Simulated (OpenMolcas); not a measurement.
**Os³⁺ among point charges: CASSCF and CASPT2 levels and susceptibility**

Aim: the splitting of the states of Os³⁺ in the field of 6 point charges, its lowest levels with spin-orbit coupling and its magnetic susceptibility.

Program: OpenMolcas 26.06. Level of theory: state-averaged CASSCF and CASPT2, spin-orbit coupling by RASSI with atomic mean-field integrals. These are calculated values, not measurements, unless marked.

## 1. The system

* Species: Os³⁺ (osmium, Z = 76, 73 electrons)
* Basis: ANO-RCC-VDZP [7s6p4d2f1g], 68 functions
* Scalar Hamiltonian: DKH2, point nucleus
* Inactive shells: 1s 2s 2p 3s 3p 3d 4s 4p 4d 4f 5s 5p
* Active space: 5 electrons in 5 orbitals (5d)
* Some configurations of this space: 5d5
* Orbitals: optimised for each spin and parity, averaged over all roots

The outer shells:

5d5
```
5d [↑ ][↑ ][↑ ][↑ ][↑ ]
```

The ion sits among 6 point charges of -0.85 e arranged as an octahedron (Oh), 2.18 Å from the ion.

The work runs as a chain of OpenMolcas steps in one folder; each step below is one input file. Labels, J, g values, rates, χT and fits are worked out afterwards by a script from the matrices that RASSI stores. The input lists half of the charges; inversion (Group=XYZ) makes the rest.

## 2. One- and two-electron integrals

The input, a.inp:

```
&GATEWAY
Coord
1

Os 0.0 0.0 0.0
Basis=ANO-RCC-VDZP
Group=XYZ
NoMove
AngMom=0.0 0.0 0.0
AMFI
XField
3 Angstrom 0
2.180000 0.000000 0.000000 -0.850000
0.000000 2.180000 0.000000 -0.850000
0.000000 0.000000 2.180000 -0.850000
&SEWARD
```

Run with:

```sh
> OMP_NUM_THREADS=1 MOLCAS_MEM=1689 MOLCAS_PROJECT=a pymolcas a.inp > a.log
```

## 3. CASSCF: sextets of even parity, 1 root

The input, a.inp:

```
&RASSCF
FileOrb=start.orb
Symmetry=1
Spin=6
nActEl=5 0 0
Inactive=15 19
Ras2=5 0
CIRoot=1 1 1
SDav=1
CIMx=300
Iter=120 100
PrWF=0.3
OrbListing=Nothing
MaxOrb=0
>>> COPY $Project.JobIph JOB001
```

start.orb holds the contracted functions of the basis, ordered by shell, or the orbitals of the step before.

## 4. Reference wave functions, quartets of even parity, 24 roots

The input, a.inp:

```
&RASSCF
FileOrb=start.orb
Symmetry=1
Spin=4
nActEl=5 0 0
Inactive=15 19
Ras2=5 0
CIRoot=24 24 1
SDav=24
CIMx=300
Iter=120 100
PrWF=0.3
OrbListing=Nothing
MaxOrb=0
>>> COPY $Project.JobIph JOB002
```

## 5. CASSCF: doublets of even parity, 75 roots

The input, a.inp:

```
&RASSCF
FileOrb=start.orb
Symmetry=1
Spin=2
nActEl=5 0 0
Inactive=15 19
Ras2=5 0
CIRoot=75 75 1
SDav=75
CIMx=300
Iter=120 100
PrWF=0.3
OrbListing=Nothing
MaxOrb=0
>>> COPY $Project.JobIph JOB003
```

## 6. State interaction with spin-orbit coupling

The input, a.inp:

```
&RASSI
NrOfJobIphs=3 1 24 75
1
1 2 3 4 5 6 7 8 9 10 11 12 13 14 15 16 17 18 19 20 21 22 23 24
1 2 3 4 5 6 7 8 9 10 11 12 13 14 15 16 17 18 19 20 21 22 23 24 25 26 27
28 29 30 31 32 33 34 35 36 37 38 39 40 41 42 43 44 45 46 47 48 49 50 51
52 53 54 55 56 57 58 59 60 61 62 63 64 65 66 67 68 69 70 71 72 73 74 75
IphNames
JOB001
JOB002
JOB003
EJob
SpinOrbit
DIPRint=1.0
SOCoupling=1000.0
Subsets=2
Property=9
'ANGMOM' 1 'ANGMOM' 2 'ANGMOM' 3 'MLTPL  1' 1 'MLTPL  1' 2 'MLTPL  1' 3
'AMFI' 1 'AMFI' 2 'AMFI' 3
SOProperty=3
'ANGMOM' 1 'ANGMOM' 2 'ANGMOM' 3
```

## 7. CASPT2: IPEA 0.25, imaginary shift 0.1 (closed shells correlated: 5s 5p)

The input, a.inp:

```
>>> COPY JOB001 $Project.JobIph
&CASPT2
Multistate=1 1
Frozen=14 16
IPEA=0.25
Imaginary=0.1
MaxIter=60
WThr=0.0 0.3 0.05
PrWF=0.5
NoMix
>>> COPY JOB002 $Project.JobIph
&CASPT2
Multistate=24 1 2 3 4 5 6 7 8 9 10 11 12 13 14 15 16 17 18 19 20 21 22
23 24
NoMult
Frozen=14 16
IPEA=0.25
Imaginary=0.1
MaxIter=60
WThr=0.0 0.3 0.05
PrWF=0.5
NoMix
>>> COPY JOB003 $Project.JobIph
&CASPT2
Multistate=75 1 2 3 4 5 6 7 8 9 10 11 12 13 14 15 16 17 18 19 20 21 22
23 24 25 26 27 28 29 30 31 32 33 34 35 36 37 38 39 40 41 42 43 44 45 46
47 48 49 50 51 52 53 54 55 56 57 58 59 60 61 62 63 64 65 66 67 68 69 70
71 72 73 74 75
NoMult
Frozen=14 16
IPEA=0.25
Imaginary=0.1
MaxIter=60
WThr=0.0 0.3 0.05
PrWF=0.5
NoMix
```

(Steps that only read results are left out.)

What does the calculation give? Wanted: spin-free ground state; lowest level; next level.

The runs gave:

```
                 quantity                                                                        value
                   method  SS-CASPT2, IPEA 0.25, imaginary shift 0.1 (closed shells correlated: 5s 5p)
   spin-free ground state                                              6A1, 1-fold in its orbital part
             lowest level                                              2-fold Γ7, g = 3.23, 3.23, 3.23
               next level                                                                    62.8 cm⁻¹
              χT at 300 K                                                               4.10 cm³ K/mol
effective moment at 300 K                                                                      5.73 μB
```

Cost by method:

```
                                              method  time of its own steps  time with the reference
                                           A. CASSCF                   26 s                     26 s
B. SS-CASPT2, IPEA 0.25, imaginary shift 0.1, +5s 5p                   10 s                     37 s
```

Times are of one thread on a shared host.

**Reading.** The spin-free ground state (6A1) comes to 100 % from free-ion S terms and keeps the highest spin of the shell. χT at 300 K is 4.10, against 4.39 cm³ K/mol for the spin alone, as a half-filled shell (L = 0) has no orbital moment. An active space of the d shell alone favours high spin; real ions in strong fields can be low spin. A ligand-field fit to the states below 45000 cm-1 gives 10Dq = 4033 cm-1, B = 699 cm-1 and C = 3198 cm-1 (C/B = 4.58), with a deviation of 442 cm-1. CASPT2 does not keep the components of a term degenerate, and the means are used. The field of point charges can differ much from that of real complexes. With metal d orbitals alone active, the gaps between spin states are rough; where two lie within a few thousand cm-1, their order is open. This is an electrostatic model: the charges have no orbitals.
